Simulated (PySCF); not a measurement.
# CdCl⁺: basis, grid and Hamiltonian

The method stays; parts of the set-up, such as the basis or the Hamiltonian, are changed.

The runs use PySCF 2.14.0; method and basis as typed in the scripts.

5 further runs of the same task are left out: 1 for a known fault of the program, 4 that didn't finish.

## Step 1: Starting geometry

CdCl⁺: 2 atoms, charge 1, spin multiplicity 1.

Bond lengths: Cd1–Cl2 2.297 Å.

## Step 2: The run that the others are compared with

input.py

```python
from pyscf import gto, dft

mol = gto.M(
    atom='Cd 0 0 0; Cl 0 0 2.297',
    basis='sbkjc',
    ecp={'Cd': 'sbkjc', 'Cl': 'sbkjc'},
    charge=1,
    spin=0,
    verbose=4,
)
mf = dft.RKS(mol, xc='m06')
mf.kernel()
mf.dip_moment()
print('orbital energies (hartree):', mf.mo_energy[..., max(0, mol.nelec[1]-3):mol.nelec[0]+3].round(4))
```

Started as:

```sh
python input.py
```

The log of this run is left out.

Base result: E(SCF) = -181.505454 Eh, 13 cycles.

The bond length is a typed value, not an optimised one. The dipole of an ion depends on the origin.

## Step 3: Def2-svp

Run 1 changes basis set: sbkjc → def2-svp. The core potential changes with it: totals don't compare.

input.py

```python
from pyscf import gto, dft

mol = gto.M(
    atom='Cd 0 0 0; Cl 0 0 2.297',
    basis='def2-svp',
    ecp={'Cd': 'def2-svp'},
    charge=1,
    spin=0,
    verbose=4,
)
mf = dft.RKS(mol, xc='m06')
mf.kernel()
mf.dip_moment()
print('orbital energies (hartree):', mf.mo_energy[..., max(0, mol.nelec[1]-3):mol.nelec[0]+3].round(4))
```

Started as:

```sh
python input.py
```

## Step 4: Cartesian functions on

Run 2 changes Cartesian functions: off → on.

input.py: that of step 2 with these lines changed.

```diff
@@ -8,2 +8,3 @@
     spin=0,
+    cart=True,
     verbose=4,
```

## Step 5: Integration grid 6

Run 3 changes integration grid: default → 6.

input.py: that of step 2 with these lines changed.

```diff
@@ -11,2 +11,3 @@
 mf = dft.RKS(mol, xc='m06')
+mf.grids.level = 6
 mf.kernel()
```

## Step 6: Density fitting def2-universal-jkfit

Run 4 changes density fitting: none → def2-universal-jkfit.

input.py: that of step 2 with these lines changed.

```diff
@@ -11,2 +11,3 @@
 mf = dft.RKS(mol, xc='m06')
+mf = mf.density_fit(auxbasis='def2-universal-jkfit')
 mf.kernel()
```

## Step 7: X2c-svpall (core potential off, X2C on)

Run 5 changes basis set: sbkjc → x2c-svpall; core potential: on → off; spin-free X2C: off → on. The core potential changes with it: totals don't compare.

input.py: that of step 2 with these lines changed.

```diff
@@ -4,4 +4,3 @@
     atom='Cd 0 0 0; Cl 0 0 2.297',
-    basis='sbkjc',
-    ecp={'Cd': 'sbkjc', 'Cl': 'sbkjc'},
+    basis='x2c-svpall',
     charge=1,
@@ -11,2 +10,3 @@
 mf = dft.RKS(mol, xc='m06')
+mf = mf.sfx2c1e()
 mf.kernel()
```

Q: Predict the outcome of this session. Wanted: for each run, E(SCF); from base; gap.

As calculated:

```tsv
run	E(SCF) (hartree)	from base (eV)	cycles	gap (eV)	functions
base	-181.505454	0	13	3.25	39
def2-svp	-627.513342	not comparable	11	3.43	49
Cartesian functions on	-181.507193	-0.0473	13	3.22	42
integration grid 6	-181.505447	+0.0002	12	3.25	39
density fitting def2-universal-jkfit	-181.505443	not comparable	13	3.25	39
x2c-svpall (core potential off, X2C on)	-6054.733128	not comparable	9	3.32	74
```

The largest comparable shift of the SCF energy, -0.047 eV, comes with the run “Cartesian functions on”. Rows marked «poor choice» come from settings spoiled on purpose.
